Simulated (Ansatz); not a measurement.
**SnH+ (singlet): B3LYP, CAM-B3LYP over a scan of the distance Sn1–H2, def2-TZVPP**

Aim: run SnH+ (singlet) with these functionals over a scan of the distance Sn1–H2, and hold them against the top wave-function level at the same points.

Method: def2-TZVPP, all electrons in the functionals; program: Ansatz 0.2.0, Gaussian basis.

Plan: B3LYP, CAM-B3LYP, at 1.443 Å; 1.553 Å; 1.760 Å; 1.899 Å; 2.135 Å; 2.463 Å; 2.863 Å; 3.233 Å; 3.801 Å; 4.814 Å; 5.905 Å.

17 further runs of the same task are left out: 15 that didn't finish, 2 set aside as unsound or not needed.

## Step 1: The system

The geometry derives from a PBE0/def2-TZVP stationary point (not a proven minimum). One bond is set to the value named and the two fragments are kept rigid. No spin-orbit coupling is included. Elements past krypton take def2 core potentials.

2 atoms, charge 1, spin multiplicity 1.

Atoms are counted from 1 here; the program's logs count them from 0.

Bond lengths: Sn1–H2 1.760 Å.

No dispersion term is added. B3LYP takes the VWN-RPA correlation.

The geometry shown and the zero of energy belong to the point 1.760 Å. The yardstick, FCI, and other wave-function levels (R restricted, U unrestricted, valence and pair active spaces) come from earlier runs.

## Step 2: B3LYP, 1.443 Å

in.yaml

```yaml
crystal:
  periodic: [false, false, false]
  atoms:
    - {symbol: Sn, position_ang: [0.000000, 0.000000, 0.000000]}
    - {symbol: H, position_ang: [0.000000, 0.000000, 1.443000]}
basis:
  gaussian: {orbitals: def2-TZVPP}
total_charge: 1
hamiltonian: {xc: {name: B3LYP}}
```

Launch:

```console
ansatz run in.yaml --threads 1 --pin off --events-out ev --progress --plain --max-ram 2393MiB
```

After this run come: B3LYP, 1.553 Å; B3LYP, 1.760 Å; B3LYP, 1.899 Å; B3LYP, 2.135 Å; B3LYP, 2.463 Å; B3LYP, 2.863 Å; B3LYP, 3.233 Å; B3LYP, 3.801 Å; B3LYP, 4.814 Å; B3LYP, 5.905 Å; CAM-B3LYP, 1.443 Å; CAM-B3LYP, 1.553 Å; CAM-B3LYP, 1.760 Å; CAM-B3LYP, 1.899 Å; CAM-B3LYP, 2.135 Å; CAM-B3LYP, 2.463 Å; CAM-B3LYP, 2.863 Å; CAM-B3LYP, 3.233 Å; CAM-B3LYP, 3.801 Å; CAM-B3LYP, 4.814 Å; CAM-B3LYP, 5.905 Å.

Before running them: what should the planned runs give, taken together? Wanted: span of the FCI curve; largest miss, B3LYP; largest miss, CAM-B3LYP.

The runs gave:

| quantity | value |
| --- | --- |
| span of the FCI curve | 63.7 kcal/mol |
| largest miss, B3LYP | +3.4 kcal/mol (2.863 Å) |
| largest miss, CAM-B3LYP | +5.1 kcal/mol (2.863 Å) |

**Reading.** Of the functionals, B3LYP keep the smallest largest miss at the points compared (at most 3.4 kcal/mol) and CAM-B3LYP strays most (5.1 kcal/mol, at 2.863 Å). B3LYP, CAM-B3LYP clearly break the spin symmetry at some points (⟨S²⟩ up to 1.00 above the pure value), so energy there is bought with a mixed spin. Functionals and the yardstick converge differently with the basis, so part of each miss in def2-TZVPP is the basis.
